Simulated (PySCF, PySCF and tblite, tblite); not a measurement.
# C₆H₇NO₂: a path driven as a shift of bonds, and NMR exchange, part 2 of 2

PySCF and tblite. Atoms count from 0. The steps go on from the part before.

## (12) Shieldings, end: PBE0/pcSseg-1

What the job is given:

```
{"job": {"kind": "nmr", "xc": "PBE0", "basis": "pcSseg-1", "pop": false}, "charge": 0, "multiplicity": 1}
C     -1.154428    -1.639018     0.709206
C     -0.781660    -0.275969     0.231203
C     -1.645428     0.836477     0.074901
C     -0.888842     1.899356    -0.391318
N      0.389664     1.481058    -0.523577
C      0.487293     0.160518    -0.152233
C      1.756676    -0.546501    -0.197380
O      2.755544     0.255978    -0.634584
O      1.952390    -1.699789     0.104237
H     -1.587487    -1.594723     1.720916
H     -1.914251    -2.090963     0.052130
H     -0.277301    -2.296612     0.732315
H     -2.713582     0.857951     0.282677
H     -1.180614     2.918959    -0.634691
H      1.177903     2.027108    -0.843037
H      3.555350    -0.289839    -0.633153
```

What it wrote:

```text
coarse grid: 14096 points
cycle   1  E = -437.2915728745  dE =  1.812e+00  |g| = 9.512e-01  |ddm| = 3.916e+00
cycle   2  E = -436.9071218385  dE =  3.845e-01  |g| = 1.708e+00  |ddm| = 2.600e+00
cycle   3  E = -437.4492347747  dE = -5.421e-01  |g| = 3.185e-01  |ddm| = 1.963e+00
cycle   4  E = -437.4677362701  dE = -1.850e-02  |g| = 7.936e-02  |ddm| = 2.853e-01
cycle   5  E = -437.4686680910  dE = -9.318e-04  |g| = 2.553e-02  |ddm| = 6.479e-02
cycle   6  E = -437.4688113774  dE = -1.433e-04  |g| = 5.468e-03  |ddm| = 2.681e-02
cycle   7  E = -437.4688163732  dE = -4.996e-06  |g| = 2.647e-03  |ddm| = 6.587e-03
final grid: 138264 points
cycle   8  E = -437.5393737678  dE = -2.592e-05  |g| = 1.226e-02  |ddm| = 4.111e-02
cycle   9  E = -437.5393177325  dE =  5.604e-05  |g| = 2.101e-02  |ddm| = 2.829e-02
cycle  10  E = -437.5394025380  dE = -8.481e-05  |g| = 2.785e-03  |ddm| = 1.926e-02
cycle  11  E = -437.5394040576  dE = -1.520e-06  |g| = 3.847e-04  |ddm| = 2.309e-03
cycle  12  E = -437.5394040803  dE = -2.274e-08  |g| = 1.505e-04  |ddm| = 3.321e-04
cycle  13  E = -437.5394040848  dE = -4.505e-09  |g| = 4.896e-05  |ddm| = 1.546e-04
cycle  14  E = -437.5394040854  dE = -5.673e-10  |g| = 1.436e-05  |ddm| = 6.588e-05
converged SCF energy = -437.5394040854

GIAO shielding tensors (ppm)
atom      isotropic    diamagn.    paramagn.     s11        s22        s33       span
  0 C      172.360     244.683     -72.323    157.806    171.972    187.302     29.496
  1 C       46.228     261.037    -214.809    -25.745      7.431    156.997    182.742
  2 C       66.208     252.097    -185.889     -9.235     58.226    149.633    158.869
  3 C       60.048     251.929    -191.881    -15.596     53.089    142.652    158.247
  4 N       93.073     329.363    -236.290     10.246     95.360    173.612    163.366
  5 C       64.748     253.997    -189.249      4.674     62.417    127.153    122.480
  6 C       22.839     246.561    -223.722    -71.813     63.146     77.185    148.999
  7 O      138.580     391.772    -253.192      9.105    140.235    266.400    257.295
  8 O      -50.437     403.742    -454.178   -236.472   -190.251    275.413    511.886
  9 H       29.111      27.743       1.369     24.510     27.091     35.734     11.224
 10 H       29.108      27.720       1.388     24.525     27.064     35.736     11.210
 11 H       27.577      29.279      -1.702     20.583     28.630     33.519     12.937
 12 H       24.971      31.848      -6.877     22.259     25.729     26.924      4.665
 13 H       24.604      29.141      -4.536     21.325     25.161     27.328      6.003
 14 H       23.296      32.716      -9.420     16.337     24.805     28.745     12.408
 15 H       26.051      29.469      -3.418     21.424     22.480     34.250     12.826
```

Run time: 25 s. Hardware: 1 thread of Arm Neoverse V1, shared host; peak memory 0.87 GiB.

This run: HOMO -6.60 eV, LUMO -0.75 eV; dipole 2.94 D.

## (13) Kinetics and line shapes

What the job is given:

```
{"job": {"smiles": "Cc1cc[nH]c1C(=O)O", "charge": 0, "mult": 1, "motion": "shift", "what": "1,3-shift across a carboxyl group", "atoms": [15, 8, 7], "drives": [{"terms": [["d", [15, 8], 1], ["d", [15, 7], -1]], "neg": true, "n": 14}], "study": "path", "level": {"kind": "nmr", "xc": "PBE0", "basis": "pcSseg-1"}, "fields": [360, 400, 500], "first": 4, "seed": 301, "refine": {"xc": "PBE0", "basis": "def2-SVP"}, "kind": "path"}, "charge": 0, "multiplicity": 1}
C     -0.937258    -1.587713     0.692362
C     -0.691186    -0.197036     0.229336
C     -1.629307     0.843697     0.163544
C     -0.988445     1.962481    -0.320295
N      0.297012     1.647879    -0.551541
C      0.512825     0.334155    -0.225802
C      1.835323    -0.220595    -0.396590
O      2.782744     0.412323    -0.817053
O      1.942681    -1.516476    -0.048048
H     -1.975825    -1.708430     0.989056
H     -0.707238    -2.297802    -0.100073
H     -0.294061    -1.825675     1.537759
H     -2.662585     0.778279     0.441920
H     -1.374591     2.945275    -0.508153
H      1.026199     2.246349    -0.906028
H      2.856114    -1.807768    -0.191806
```

What it wrote:

```text
stationary points (kcal/mol above the start)
  n  kind          group   xTB      DFT    lowest mode
  0  minimum      Cs       0.00     0.00      55.6
  1  saddle       Cs      32.00    31.59   -1757.9
  2  minimum      Cs       0.01     0.83      51.0

GFN2-xTB energies: T/K, barrier G, reaction G (kcal/mol), k forward, k back (1/s)
 150.00    28.97     0.01   1.95e-30   2.02e-30
 200.00    28.98     0.02   9.08e-20   9.43e-20
 250.00    28.99     0.02   2.36e-13   2.46e-13
 298.15    29.01     0.02   3.35e-09   3.49e-09
 350.00    29.05     0.03   5.29e-06    5.5e-06
 400.00    29.09     0.03    0.00106     0.0011
 500.00    29.21     0.03       1.78       1.85

PBE0-D3(BJ)/def2-SVP energies: T/K, barrier G, reaction G (kcal/mol), k forward, k back (1/s)
 150.00    28.79     0.81    3.6e-30   5.51e-29
 200.00    28.79     0.82   1.44e-19   1.12e-18
 250.00    28.81     0.82   3.41e-13   1.79e-12
 298.15    28.83     0.83   4.56e-09   1.84e-08
 350.00    28.87     0.83   6.88e-06   2.27e-05
 400.00    28.91     0.83    0.00133    0.00379
 500.00    29.03     0.84       2.14       4.97

PBE0/pcSseg-1 + D3(BJ) energies: T/K, barrier G, reaction G (kcal/mol), k forward, k back (1/s)
 150.00    28.56     0.83   7.69e-30   1.23e-28
 200.00    28.57     0.83   2.54e-19   2.05e-18
 250.00    28.58     0.83   5.38e-13   2.89e-12
 298.15    28.61     0.84   6.69e-09   2.75e-08
 350.00    28.64     0.84   9.52e-06   3.19e-05
 400.00    28.69     0.84    0.00177    0.00512
 500.00    28.80     0.85       2.69       6.32
```

Run time: 5.5 min. Hardware: 1 thread of Arm Neoverse V1, shared host; peak memory 0.87 GiB. This counts the whole study up to here.

Barriers by level (kcal/mol; entropies in cal/(mol K)). Zero-point and thermal terms come from xTB in every row. ΔG‡ leaves symmetry out; the rate counts one path; effective ΔG‡, where given, is the barrier that would give that rate by Eyring's equation alone:

| level | ΔE‡ | with zero-point | ΔH‡ | ΔS‡ | ΔG‡ (298 K) | ΔE of reaction | k at 298 K (1/s) | effective ΔG‡ |
| --- | --- | --- | --- | --- | --- | --- | --- | --- |
| GFN2-xTB | 32.00 | 28.95 | 28.78 | -0.8 | 29.01 | 0.01 | 3.3e-09 | 29.01 |
| PBE0-D3(BJ)/def2-SVP | 31.82 | 28.77 | 28.60 | -0.8 | 28.83 | 0.81 | 4.6e-09 | 28.83 |
| PBE0/pcSseg-1 + D3(BJ) | 31.59 | 28.54 | 28.37 | -0.8 | 28.61 | 0.83 | 6.7e-09 | 28.61 |

Sites that the driver pairs across this motion, and where their lines would merge (no couplings; faster rotations or exchange between molecules can average them sooner):

| nucleus | sites: shielding (ppm) | proton frequency (MHz) | spread (Hz) | coalescence (K) | lines at 298 K |
| --- | --- | --- | --- | --- | --- |
| $^{17}$O | O8: 135.9; O8 (end): -50.4 | 500 | 12637 | 705 | – |
| $^{17}$O | O7: -40.5; O7 (end): 138.6 | 500 | 12141 | 703 | – |
| $^{13}$C | C1: 51.3; C1 (end): 46.2 | 500 | 640 | 614 | – |
| $^{13}$C | C0: 168.7; C0 (end): 172.4 | 500 | 464 | 606 | – |
| $^{15}$N | N4: 86.7; N4 (end): 93.1 | 500 | 325 | 597 | – |
| $^{13}$C | C6: 20.3; C6 (end): 22.8 | 500 | 316 | 596 | – |
| $^{13}$C | C5: 63.1; C5 (end): 64.7 | 500 | 209 | 586 | – |
| $^{1}$H | H14: 22.89; H14 (end): 23.30 | 500 | 205 | 586 | – |

Rows that set an atom against itself at the end compare its shielding in the two forms.

Lines of quadrupolar nuclei are broad, so their coalescence could hardly be seen.

## (14) Nudged elastic band, band settings drawn wide

What the job is given:

```
{"job": {"images": 5, "spring": 0.05, "start": "scan", "climb": true, "fmax": 0.1, "method": "GFN1-xTB", "steps": 200, "xc": "GFN1-xTB", "basis": "xTB", "kind": "neb"}, "charge": 0, "multiplicity": 1}
C     -0.940977    -1.590409     0.683835
C     -0.693633    -0.198217     0.225914
C     -1.632306     0.842069     0.160532
C     -0.991087     1.962737    -0.318544
N      0.295241     1.649698    -0.547153
C      0.511178     0.335198    -0.224558
C      1.834672    -0.217760    -0.393520
O      2.782276     0.416907    -0.810943
O      1.942606    -1.514058    -0.046810
H     -1.978030    -1.708701     0.986673
H     -0.719087    -2.297529    -0.113588
H     -0.292883    -1.835128     1.523427
H     -2.666368     0.775151     0.435717
H     -1.377156     2.945982    -0.504463
H      1.024997     2.249687    -0.897993
H      2.856608    -1.804226    -0.189050
```

What it wrote:

```text
image   E - E0 / eV
  0       0.0000
  1       1.4884
  2       0.0204
  3       0.0050
  4       0.0121
```

Run time: 2.8 s. Hardware: 1 thread of Arm Neoverse V1, shared host; peak memory 0.37 GiB.

The highest point is number 1, 34.3 kcal/mol above the first.

## (15) What came out

This closing draws on all 2 parts.

```
                        quantity                                                            value
barrier (PBE0/pcSseg-1 + D3(BJ))                               ΔE‡ 31.6, ΔG‡(298 K) 28.6 kcal/mol
              barrier (GFN2-xTB)                                                ΔE‡ 32.0 kcal/mol
                   rate at 298 K                                                      6.7e-09 s⁻¹
                 end of the path  0.8 kcal/mol from the start (xTB finds it level with the start)
```

In words: The barrier is 31.6 kcal/mol at the DFT level (xTB: 32.0); with thermal terms and the count of paths the DFT value gives a rate of 6.7e-09 s⁻¹ at 298 K. An error of 1.4 kcal/mol changes that rate tenfold. The moving atom is hydrogen and the barrier is narrow, so tunnelling, which is left out, should speed the exchange.
